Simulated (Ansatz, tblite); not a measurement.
**The cluster B₈+: a ladder of methods and basis sets**

Aim: run the doublet of the cluster B₈+ at one geometry on many levels, and compare frontier levels, spin and run time.

Program: Ansatz 0.2.0, Gaussian basis. Level of theory: as each input shows. These are calculated values, not measurements.

Levels to be run: GFN1-xTB, GFN2-xTB, PBE-D4/def2-TZVP, r2SCAN-D4/def2-TZVP, CAM-B3LYP-D4/def2-TZVP, BLYP-D4/def2-TZVP, B2PLYP/def2-TZVP, PBE-D4/def2-SVP, PBE0-D4/def2-SVP, CCSD(T)/def2-SVP, MP2/def2-TZVP.

4 further runs of the same task are left out: 4 set aside as unsound or not needed. Runs told in other sessions of the task aren't counted.

### Step 1. The structure

The doublet was relaxed beforehand with PBE-D4/def2-SVP. At that level it is the lowest of the isomers that a small search found.

8 atoms, charge 1, spin multiplicity 2.

Bond lengths: B1–B2 1.569 Å, B1–B3 1.580 Å, B2–B5 1.834 Å, B2–B8 1.611 Å, B3–B5 1.823 Å, B3–B6 1.618 Å, B4–B5 1.841 Å, B4–B7 1.565 Å, B4–B8 1.603 Å, B5–B6 1.818 Å, B5–B8 1.813 Å, B6–B7 1.589 Å. Angles: B2–B1–B3 127.8°, B1–B2–B5 65.5°, B1–B2–B8 128.6°, B5–B2–B8 63.1°, B1–B3–B5 65.5°, B1–B3–B6 129.0°, B5–B3–B6 63.4°, B5–B4–B7 65.2°, B5–B4–B8 63.1°, B7–B4–B8 128.3° and more.

Coordinates:

```
B    -1.3652    1.2525    0.0330
B    -1.8163   -0.2499    0.0271
B     0.1088    1.8198    0.0142
B     0.6983   -1.7027   -0.0266
B    -0.0001    0.0000    0.0004
B     1.5102    1.0115   -0.0166
B     1.7639   -0.5566   -0.0338
B    -0.8996   -1.5746    0.0023
```

The ion is computed in the gas phase, without counter-ions or solvent.

PBE0-D4/def2-TZVP was run before; its log isn't repeated, and its numbers join the tables.

### Step 2. GFN1-xTB

Tight binding, by tblite at 300 K electronic temperature and without a spin-polarisation term:

```python
tblite.interface.Calculator('GFN1-xTB', numbers, positions, charge=1, uhf=1).singlepoint()
```

Energy -288.0613 eV; 0.005 s.

### Step 3. GFN2-xTB

Tight binding, by tblite at 300 K electronic temperature and without a spin-polarisation term:

```python
tblite.interface.Calculator('GFN2-xTB', numbers, positions, charge=1, uhf=1).singlepoint()
```

Energy -246.5281 eV; 0.007 s.

### Step 4. PBE-D4/def2-TZVP

start.molden holds the orbitals of an earlier run on this state, given as this run's starting guess.

in.yaml reads:

```yaml
crystal:
  periodic: [false, false, false]
  atoms:
    - {symbol: B, position_ang: [-1.365168, 1.252468, 0.033011]}
    - {symbol: B, position_ang: [-1.816338, -0.249894, 0.027113]}
    - {symbol: B, position_ang: [0.108802, 1.819826, 0.014179]}
    - {symbol: B, position_ang: [0.698288, -1.702709, -0.026626]}
    - {symbol: B, position_ang: [-0.000134, 0.000014, 0.000352]}
    - {symbol: B, position_ang: [1.510210, 1.011467, -0.016555]}
    - {symbol: B, position_ang: [1.763935, -0.556584, -0.033783]}
    - {symbol: B, position_ang: [-0.899606, -1.574587, 0.002299]}
basis:
  gaussian: {orbitals: def2-TZVP, initial_orbitals: start.molden}
total_charge: 1
magnetization: {spin_polarized: true, initial_magnetization: 1}
hamiltonian: {xc: pbe, dispersion: d4}
scf: {omitted_lower_state_checks: [starts]}
output: {forces: true, orbitals: {seedname: orbitals}}
```

The run is started by

```sh
$ ansatz run in.yaml --threads 4 --pin off --events-out ev --progress --plain --max-ram 4787MiB
```

Further steps of the session: r2SCAN-D4/def2-TZVP; CAM-B3LYP-D4/def2-TZVP; BLYP-D4/def2-TZVP; B2PLYP/def2-TZVP; PBE-D4/def2-SVP; PBE0-D4/def2-SVP; CCSD(T)/def2-SVP; MP2/def2-TZVP.

Before running them: what should the planned runs give, taken together? Wanted: gap in def2-TZVP, named functionals, smallest and largest; correlation energy, CCSD(T)/def2-SVP; correlation energy, MP2/def2-TZVP; ⟨S²⟩ in def2-TZVP, named functionals, smallest and largest; PBE0 total energy, smallest basis above largest.

The runs gave:

| quantity | value |
| --- | --- |
| gap in def2-TZVP, named functionals, smallest and largest | 0.15 eV (BLYP-D4), 3.87 eV (CAM-B3LYP-D4) |
| correlation energy, CCSD(T)/def2-SVP | -18.39 eV |
| correlation energy, MP2/def2-TZVP | -18.97 eV |
| ⟨S²⟩ in def2-TZVP, named functionals, smallest and largest | 0.755, 0.769 |
| PBE0 total energy, smallest basis above largest | 5.48 eV (def2-SVP, def2-TZVP) |

What this shows: Over the named functionals in def2-TZVP the gap runs from 0.15 eV (BLYP-D4) to 3.87 eV (CAM-B3LYP-D4); exact exchange widens it. Over the named functionals in def2-TZVP spin contamination reaches 0.02 (CAM-B3LYP-D4), which is small.
